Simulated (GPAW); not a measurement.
Set up this calculation in GPAW 26.7.0, as an ASE script.

- Task: band structure
- Functional: LDA
- Potentials or basis: the program's PAW data sets (release 1.2.1) made for this functional
- Cutoff: 800 eV
- Basis: pw
- k mesh: 13 × 13 × 13
- Occupations: fermi-dirac, width 0.05 eV
- Spin: no spin polarisation
- Maxiter: 150
- Band path: GXWKGLUWLK,UX
- Band points: 100

Crystal: BN.

```
B N
1.0
     0.00000    1.80750    1.80750
     1.80750    0.00000    1.80750
     1.80750    1.80750    0.00000
B N
1 1
Direct
  0.00000 0.00000 0.00000
  0.75000 0.75000 0.75000
```

These files were run (other wordings do the same):

run.py

```python
from ase import Atoms
from ase.dft.bandgap import bandgap
from ase.io import write
from ase.units import GPa
from gpaw import GPAW, PW

atoms = Atoms(['B', 'N'],
              cell=[[0.0, 1.8075, 1.8075],
                    [1.8075, 0.0, 1.8075],
                    [1.8075, 1.8075, 0.0]],
              scaled_positions=[[0.0, 0.0, 0.0],
                                [0.75, 0.75, 0.75]],
              pbc=True)

calc = GPAW(mode=PW(800),
            xc='LDA',
            kpts={'size': (13, 13, 13), 'gamma': True},
            occupations={'name': 'fermi-dirac', 'width': 0.05},
            nbands=11,
            convergence={'density': 1e-05, 'energy': 1e-05},
            maxiter=150,
            txt='gpaw.txt')
atoms.calc = calc
energy = atoms.get_potential_energy()
forces = atoms.get_forces()
stress = atoms.get_stress()
calc.write('gs.gpw')
write('result.traj', atoms)
print(f'Energy: {energy:.6f} eV')
print('Forces (eV/A):')
print(forces.round(4))
print('Stress (GPa):', (stress / GPa).round(3))
print('Fermi level:', round(calc.get_fermi_level(), 4), 'eV')
print(f'Gap: {bandgap(calc)[0]:.4f} eV, direct: {bandgap(calc, direct=True)[0]:.4f} eV')

path = atoms.cell.bandpath('GXWKGLUWLK,UX', npoints=100, eps=1e-4)
bs_calc = calc.fixed_density(kpts=path, symmetry='off', nbands=18,
                             convergence={'bands': 'CBM+6.0', 'eigenstates': 1e-6}, txt='bands.txt')
bs = bs_calc.band_structure()
bs.write('bs.json')
print(f'Gap on the path: {bandgap(bs_calc)[0]:.4f} eV')
```

Potentials or basis: the program's PAW data sets (release 1.2.1) made for this functional, pw.

Launch:

```console
$ OMP_NUM_THREADS=1 python run.py
```

Results of the run:

| Property | Result |
| --- | --- |
| Pressure | -12.2 GPa |
| Band gap on the k mesh | 4.43 eV, indirect (least direct gap 8.70 eV) |
| Band gap along the path | 4.36 eV, indirect (least direct gap 8.70 eV) |

It took 16 s on 1 thread of Intel(R) Xeon(R) Gold 6455B (Sapphire Rapids), on a shared host, peak memory 0.19 GiB.
